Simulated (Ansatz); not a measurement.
# BrH4NSn: one species, many methods

An exercise on one series of results from a longer session: the logs are not shown, and one member is left open.

Computed with Ansatz 0.2.0, Gaussian basis. Level: functionals in def2-TZVPP, the program's frozen cores in correlated methods.

The runs, in order: LDA (SPW92), PBE-D4, revPBE-D4, BLYP-D4, r2SCAN-D4, B97M-V, PBE0-D4, B3LYP-D4, r2SCANh-D4, r2SCAN0-D4, HSE06-D4, BHLYP-D4, CAM-B3LYP-D4, LC-ωPBE, ωB97X-V, ωB97M-V, B2PLYP, PBE-QIDH; CCSD(T)/def2-SVP; CCSD(T)/def2-TZVPP; MP2/def2-QZVPP; extrapolation to the limit; RPA on PBE.

## Structure used throughout

The geometry comes from an earlier relaxation with PBE0-D4 in a triple-zeta def2 set; it is a stationary point, not always the lowest conformer. Sn takes the def2 core potential; no spin-orbit term is included.

SMILES `[NH2][SnH2][Br]`, 7 atoms, charge 0, spin multiplicity 1.

Atoms are counted from 1 here; the program's logs count them from 0.

Bond lengths: N1–Sn2 2.004 Å, N1–H4 1.009 Å, N1–H5 1.009 Å, Sn2–Br3 2.486 Å, Sn2–H6 1.701 Å, Sn2–H7 1.701 Å. Angles: Sn2–N1–H4 116.2°, Sn2–N1–H5 116.2°, H4–N1–H5 109.9°, N1–Sn2–Br3 106.9°, N1–Sn2–H6 110.6°, N1–Sn2–H7 110.7°, Br3–Sn2–H6 105.7°, Br3–Sn2–H7 105.7°, H6–Sn2–H7 116.5°.

Coordinates:

```xyz
7
BrH4NSn
N    -1.0532    0.0066   -0.7452
Sn    0.6083    0.0431    0.3754
Br    0.6666   -2.0893    1.6520
H    -1.7576    0.6929   -0.5188
H    -0.9160   -0.0277   -1.7443
H     0.5162    1.2772    1.5423
H     1.9969    0.0292   -0.6070
```

The first run:

in.yaml reads:

```yaml
crystal:
  periodic: [false, false, false]
  atoms:
    - {symbol: N, position_ang: [-1.053210, 0.006584, -0.745168]}
    - {symbol: Sn, position_ang: [0.608289, 0.043118, 0.375352]}
    - {symbol: Br, position_ang: [0.666640, -2.089298, 1.652003]}
    - {symbol: H, position_ang: [-1.757551, 0.692897, -0.518800]}
    - {symbol: H, position_ang: [-0.915986, -0.027697, -1.744324]}
    - {symbol: H, position_ang: [0.516171, 1.277187, 1.542328]}
    - {symbol: H, position_ang: [1.996946, 0.029209, -0.606992]}
basis:
  gaussian: {orbitals: def2-TZVPP}
hamiltonian: {xc: lda}
output: {orbitals: {seedname: orbitals}}
```

Started as:

```sh
$ ansatz run in.yaml --threads 2 --pin off --events-out ev --progress --plain --max-ram 4352MiB
```

Among the steps run: LDA; PBE-D4 (GGA); revPBE-D4 (GGA); BLYP-D4 (GGA); r2SCAN-D4 (meta-GGA); B97M-V (meta-GGA); PBE0-D4 (hybrid); B3LYP-D4 (hybrid); r2SCANh-D4 (hybrid); r2SCAN0-D4 (hybrid); HSE06-D4 (hybrid); BHLYP-D4 (hybrid); CAM-B3LYP-D4 (range-separated); LC-ωPBE (range-separated); ωB97X-V (range-separated); ωB97M-V (range-separated); B2PLYP (double hybrid); PBE-QIDH (double hybrid).

One of the session's tables, all rows but one given; the rest of the session is left out.

It belongs to the step «Orbital energies across the functionals». 

| functional | HOMO (eV) | gap (eV) |
| --- | --- | --- |
| LDA (SPW92) | -6.36 | 4.50 |
| PBE-D4 | -6.20 | 4.58 |
| revPBE-D4 | -6.14 | 4.61 |
| BLYP-D4 | -6.07 | 4.48 |
| r2SCAN-D4 | ? | ? |
| B97M-V | -6.60 | 5.26 |
| PBE0-D4 | -7.61 | 6.89 |
| B3LYP-D4 | -7.36 | 6.33 |
| r2SCANh-D4 | -7.03 | 6.02 |
| r2SCAN0-D4 | -7.83 | 7.28 |
| HSE06-D4 | -7.20 | 6.12 |
| BHLYP-D4 | -8.92 | 9.08 |
| CAM-B3LYP-D4 | -9.02 | 9.24 |
| LC-ωPBE | -10.42 | 11.85 |
| ωB97X-V | -10.05 | 11.35 |
| ωB97M-V | -9.94 | 11.01 |

Estimate the missing values for r2SCAN-D4.

Worked estimate for «HOMO (eV)». Against the share of exact exchange, r2SCANh-D4 (0.1, -7.03), r2SCAN0-D4 (0.25, -7.83) give a slope of -5.33 per unit share; at 0 the line stands at -6.50.

As computed: HOMO (eV): -6.51; gap (eV): 5.17. In «HOMO (eV)» the line misses by +0.01.
